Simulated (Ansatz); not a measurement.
# ZnInH₃: one structure at several levels

An exercise on one series of results from a longer session: the logs are not shown, and one member is left open.

Method: single points in def2-TZVPP; program: Ansatz 0.2.0, Gaussian basis.

Cores are frozen in the correlated methods. The 3s and 3p shells of Cu and Zn are frozen; filled d shells are correlated. Core potentials replace the inner electrons past krypton, and spin-orbit coupling is left out. B3LYP uses VWN-RPA correlation.

### The starting structure

5 atoms, charge 0, spin multiplicity 1.

Atoms are counted from 1 here; the program's logs count them from 0.

Bond lengths: Zn1–H3 1.575 Å, In2–H4 1.718 Å, In2–H5 1.779 Å. Angles: H4–In2–H5 107.1°.

As a file:

```xyz
5

Zn    0.5209   -1.4752    0.8542
In   -0.5329    0.5690   -0.5127
H     1.6775   -2.1454    1.6878
H    -1.9608    0.7299   -1.4541
H     0.2784    2.1525   -0.5156
```

Set-up of the first run:

run/in.yaml reads:

```yaml
crystal:
  periodic: [false, false, false]
  atoms:
    - {symbol: Zn, position_ang: [0.520900, -1.475200, 0.854200]}
    - {symbol: In, position_ang: [-0.532900, 0.569000, -0.512700]}
    - {symbol: H, position_ang: [1.677500, -2.145400, 1.687800]}
    - {symbol: H, position_ang: [-1.960800, 0.729900, -1.454100]}
    - {symbol: H, position_ang: [0.278400, 2.152500, -0.515600]}
basis:
  gaussian: {orbitals: def2-TZVPP}
correlation: {method: ccsd_t, frozen_orbitals: {H: 0, In: 4, Zn: 9}}
output: {forces: true}
```

No record of the launch command was kept for these runs.

Steps of the session up to this table: CCSD(T)/def2-TZVPP; PBE0-D4/def2-TZVPP; wB97M-V/def2-TZVPP; r2SCAN-D4/def2-TZVPP; PBE-D4/def2-TZVPP; BLYP-D4/def2-TZVPP; B3LYP-D4/def2-TZVPP.

One table of the session follows, with a row left open; its other results are not shown here.

| method | RMS force component (eV/Å) | angle to CCSD(T) forces (°) | dipole (D) |
| --- | --- | --- | --- |
| CCSD(T) | 0.278 | reference | 1.57 |
| PBE0-D4 | 0.269 | 11.2 | 1.47 |
| wB97M-V | 0.295 | 6.7 | 1.57 |
| r2SCAN-D4 | 0.284 | 6.6 | 1.37 |
| PBE-D4 | 0.266 | 22.7 | 1.28 |
| BLYP-D4 | ? | ? | ? |
| B3LYP-D4 | 0.258 | 16.0 | 1.44 |

Q: Estimate the row for BLYP-D4 from the others.

As computed: RMS force component (eV/Å): 0.257; angle to CCSD(T) forces (°): 29.5; dipole (D): 1.30. In the column «RMS force component (eV/Å)» it is the lowest.
